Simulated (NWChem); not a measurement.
# triplet BiCl3: levels of theory compared

We compute a comparison of 3 runs (UHF/def2-SVP, UMP2/def2-SVP, UCCSD/def2-SVP) of triplet BiCl3. 

The calculation is run with NWChem 7.3.0.

1 further run of the same task is left out (set aside as unsound or not needed).

## 1. Starting point

BiCl3 has 4 atoms, charge 0, and is taken as a triplet. As SMILES of the parent species, `[Cl][Bi]([Cl])[Cl]`. The shape is that of a PBE0-D4/def2-TZVP optimisation. That shape belongs to the parent species and isn't relaxed for this state.

Bond lengths: Cl1–Bi2 2.424 Å, Bi2–Cl3 2.424 Å, Bi2–Cl4 2.424 Å. Angles: Cl1–Bi2–Cl3 98.0°, Cl1–Bi2–Cl4 98.0°, Cl3–Bi2–Cl4 98.0°.

## 2. A single-point energy at UHF/def2-SVP (core potential) (run 1)

Input file run.py:

```python
from ase import Atoms
from ase.calculators.nwchem import NWChem

molecule = Atoms(['Cl', 'Bi', 'Cl', 'Cl'], positions=[
    [1.048500, 0.476400, 1.795200],
    [-0.804600, -0.088800, 0.338600],
    [0.199100, -2.002000, -0.760200],
    [-0.387500, 1.554100, -1.393900],
])

calc = NWChem(
    label='geom',
    theory='scf',
    memory='2200 mb',
    basis='def2-SVP',
    basispar='spherical bse',
    scf={'nopen': '2', 'uhf': None, 'thresh': '1e-08', 'maxiter': '80'},
    task='energy',
    **{'ecp bse': {'Bi library': 'def2-SVP'}},
)
molecule.calc = calc

print("Total energy (eV):", round(molecule.get_potential_energy(), 6))
```

On the command line:

```sh
$ export ASE_NWCHEM_COMMAND="nwchem PREFIX.nwi > PREFIX.nwo"
$ python run.py
```

What it wrote:

```text
Total energy (eV): -43308.313935
```

The calculator wrote geom.nwi:

```
title "geom"

permanent_dir geom

scratch_dir geom

start geom

geometry units angstrom nocenter noautosym noautoz
  Cl 1.0485000000000000e+00 4.7639999999999999e-01 1.7951999999999999e+00
  Bi -8.0459999999999998e-01 -8.8800000000000004e-02 3.3860000000000001e-01
  Cl 1.9910000000000000e-01 -2.0019999999999998e+00 -7.6019999999999999e-01
  Cl -3.8750000000000001e-01 1.5541000000000000e+00 -1.3938999999999999e+00
end

memory 2200 mb

basis spherical bse noprint
   * library def2-SVP
end

scf
  nopen 2
  uhf
  thresh 1e-08
  maxiter 80
end
ecp bse
  Bi library def2-SVP
end

task scf energy
```

geom.nwo:

```text
Northwest Computational Chemistry Package (NWChem) 7.3.0
             --------------------------------------------------------

           Job information
           ---------------

    nwchem branch   = 7.3.0
    use scalapack   = T
    input           = geom.nwi
    prefix          = geom.
    data base       = geom/geom.db
    status          = startup
    nproc           =        1

           Memory information
           ------------------

    heap     =     72089598 doubles =      550.0 Mbytes
    stack    =     72089595 doubles =      550.0 Mbytes
    global   =    144179200 doubles =     1100.0 Mbytes (distinct from heap & stack)
    total    =    288358393 doubles =     2200.0 Mbytes
    verify   = yes
    hardfail = no

[... 121 lines left out ...]
         Quadratically convergent UHF
[... 13 lines left out ...]
  ga_iter_lsolve: convergence stagnant ... aborting solve
[... 13 lines left out ...]
      One electron energy =  -3039.049621784053
[... 9 lines left out ...]
          Final alpha eigenvalues
[... 330 lines left out ...]
                     UHF Final Beta Molecular Orbital Analysis
[... 274 lines left out ...]
    Atom       Charge   Shell Charges
 -----------   ------   -------------------------------------------------------
    1 Cl  17     0.79   0.00  0.00  0.04 -0.05  0.01  0.38  0.40  0.00
    2 Bi  23     1.05   0.00  0.00  0.07  0.06  0.02 -0.02  0.51  0.37 -0.02  0.04
    3 Cl  17     0.08   0.00  0.00  0.00 -0.01  0.00  0.05  0.03  0.00
    4 Cl  17     0.08   0.00  0.00  0.00 -0.01  0.00  0.05  0.03  0.00

       Multipole analysis of the density wrt the origin
       ------------------------------------------------

     L   x y z        total         alpha         beta         nuclear
     -   - - -        -----         -----         ----         -------
     0   0 0 0      0.000000    -38.000000    -36.000000     74.000000

     1   1 0 0     -0.633961      3.821111      2.884812     -7.339885
[... 8 lines of this table left out ...]
     2   0 0 2    -51.003101   -211.466316   -197.636765    358.099980

 Task  times  cpu:       73.7s     wall:       73.7s
 Total times  cpu:       73.7s     wall:       73.7s
```

Run time: 75 s. Hardware: 1 thread of INTEL XEON PLATINUM 8581C at 2.10GHz (Emerald Rapids), shared host; peak memory 0.1 GiB.

## 3. The energy at UMP2/def2-SVP (core potential) (run 2)

Input file bicl3.nw:

```
start bicl3
title "BiCl3"
memory total 2200 mb
charge 0
geometry units au noautosym nocenter noautoz
   Cl  1.98137784  0.90026553  3.39243634
   Bi -1.52047364 -0.16780768  0.63986127
   Cl  0.37624447 -3.78323170 -1.43656980
   Cl -0.73226887  2.93682337 -2.63408925
end
basis spherical bse
   * library def2-SVP
end
ecp bse
   Bi library def2-SVP
end
scf
   triplet
   uhf
   thresh 1e-08
   maxiter 80
   noprint "final vectors analysis"
end
mp2
   freeze core 19
   tight
end
task mp2 energy
```

On the command line:

```sh
$ nwchem bicl3.nw > bicl3.out
```

What it wrote:

```text
[...]
  functions       =    80
[...]
  wavefunction    = UHF
[...]
         Total SCF energy =  -1591.551194696048
      One electron energy =  -3039.049567296368
      Two electron energy =   1066.040151199325
 Nuclear repulsion energy =    381.458221400995
                       Sz =      1.0000
                 Sz(Sz+1) =      2.0000
                      S^2 =      2.0110
[...]
          Total MP2 energy         -1592.038843908518
[...]
```

It took 73 s on 1 thread of INTEL XEON PLATINUM 8581C at 2.10GHz (Emerald Rapids), shared host; peak memory 0.19 GiB.

## 4. A single-point energy at UCCSD/def2-SVP (core potential) (run 3)

Input file bicl3.xyz:

```xyz
4
BiCl3 ccsd
Cl     1.048500     0.476400     1.795200
Bi    -0.804600    -0.088800     0.338600
Cl     0.199100    -2.002000    -0.760200
Cl    -0.387500     1.554100    -1.393900
```

Input file run.py:

```python
from ase.io import read
from ase.calculators.nwchem import NWChem

atoms = read('bicl3.xyz')

calc = NWChem(
    label='bicl3',
    theory='tce',
    memory='2200 mb',
    basis='def2-SVP',
    basispar='spherical bse',
    scf={'nopen': '2', 'uhf': None, 'thresh': '1e-08', 'maxiter': '80'},
    tce={'scf': None, 'ccsd': None, 'freeze': 'core 19', 'maxiter': '60'},
    task='energy',
    **{'ecp bse': {'Bi library': 'def2-SVP'}},
)
atoms.calc = calc

print("Total energy (eV):", round(atoms.get_potential_energy(), 6))
```

On the command line:

```sh
$ export ASE_NWCHEM_COMMAND="nwchem PREFIX.nwi > PREFIX.nwo"
$ python run.py
```

What it wrote:

```text
Total energy (eV): -43322.788838
```

The calculator wrote bicl3.nwi:

```
title "bicl3"

permanent_dir bicl3

scratch_dir bicl3

start bicl3

geometry units angstrom nocenter noautosym noautoz
  Cl 1.0485000000000000e+00 4.7639999999999999e-01 1.7951999999999999e+00
  Bi -8.0459999999999998e-01 -8.8800000000000004e-02 3.3860000000000001e-01
  Cl 1.9910000000000000e-01 -2.0019999999999998e+00 -7.6019999999999999e-01
  Cl -3.8750000000000001e-01 1.5541000000000000e+00 -1.3938999999999999e+00
end

memory 2200 mb

basis spherical bse noprint
   * library def2-SVP
end

scf
  nopen 2
  uhf
  thresh 1e-08
  maxiter 80
end
tce
  scf
  ccsd
  freeze core 19
  maxiter 60
end
ecp bse
  Bi library def2-SVP
end

task tce energy
```

bicl3.nwo:

```text
Northwest Computational Chemistry Package (NWChem) 7.3.0
             --------------------------------------------------------

           Job information
           ---------------

    nwchem branch   = 7.3.0
    use scalapack   = T
    input           = bicl3.nwi
    prefix          = bicl3.
    data base       = bicl3/bicl3.db
    status          = startup
    nproc           =        1

           Memory information
           ------------------

    heap     =     72089598 doubles =      550.0 Mbytes
    stack    =     72089595 doubles =      550.0 Mbytes
    global   =    144179200 doubles =     1100.0 Mbytes (distinct from heap & stack)
    total    =    288358393 doubles =     2200.0 Mbytes
    verify   = yes
    hardfail = no

[... 35 lines left out ...]
            Nuclear Dipole moment (a.u.)
[... 78 lines left out ...]
 2-e energy   =    1066.479540
[... 18 lines left out ...]
  ga_iter_lsolve: convergence stagnant ... aborting solve
[... 14 lines left out ...]
         Total SCF energy =  -1591.551194646676
[... 2 lines left out ...]
 Nuclear repulsion energy =    381.458248974308
[... 113 lines left out ...]
                    UHF Final Alpha Molecular Orbital Analysis
[... 704 lines left out ...]
 CCSD total energy / hartree       =     -1592.083137508076334
[... 1 line left out ...]
 Singles contributions
    37a   (beta ) ---    36a   (beta )        0.1617978456

 Doubles contributions

 Task  times  cpu:      153.4s     wall:      153.4s
 Total times  cpu:      153.5s     wall:      153.5s
```

Run time: 2.6 min. Hardware: 1 thread of INTEL XEON PLATINUM 8581C at 2.10GHz (Emerald Rapids), shared host; peak memory 0.71 GiB.

## 5. Overview of the runs

| run | level | module | frozen core orbitals | energy (Eh) | HOMO energy (eV) | LUMO energy (eV) | ⟨S²⟩ | wall time |
| --- | --- | --- | --- | --- | --- | --- | --- | --- |
| 1 | UHF/def2-SVP (core potential) | scf | – | -1591.551195 | -6.42 | -3.32 | 2.011 | 75 s |
| 2 | UMP2/def2-SVP (core potential) | mp2 | 19 | -1592.038844 | – | – | 2.011 | 73 s |
| 3 | UCCSD/def2-SVP (core potential) | tce | 19 | -1592.083138 | -6.42 | -3.32 | 2.011 | 2.6 min |

## 6. What came out

```
                                                         quantity           value
                                              run 3: total energy  -1592.08314 Eh
run 3: HOMO energy (Hartree–Fock orbitals) (highest over α and β)        -6.42 eV
 run 3: LUMO energy (Hartree–Fock orbitals) (lowest over α and β)        -3.32 eV
              run 3: correlation energy (19 core orbitals frozen)      -531.9 mEh
                         run 3: ⟨S²⟩ of the reference determinant           2.011
```

In words: Below the UHF energy at the same shape and in the same basis (def2-SVP): UMP2 -487.6 mEh; UCCSD -531.9 mEh. All runs together took 5 min, the longest 2.6 min.
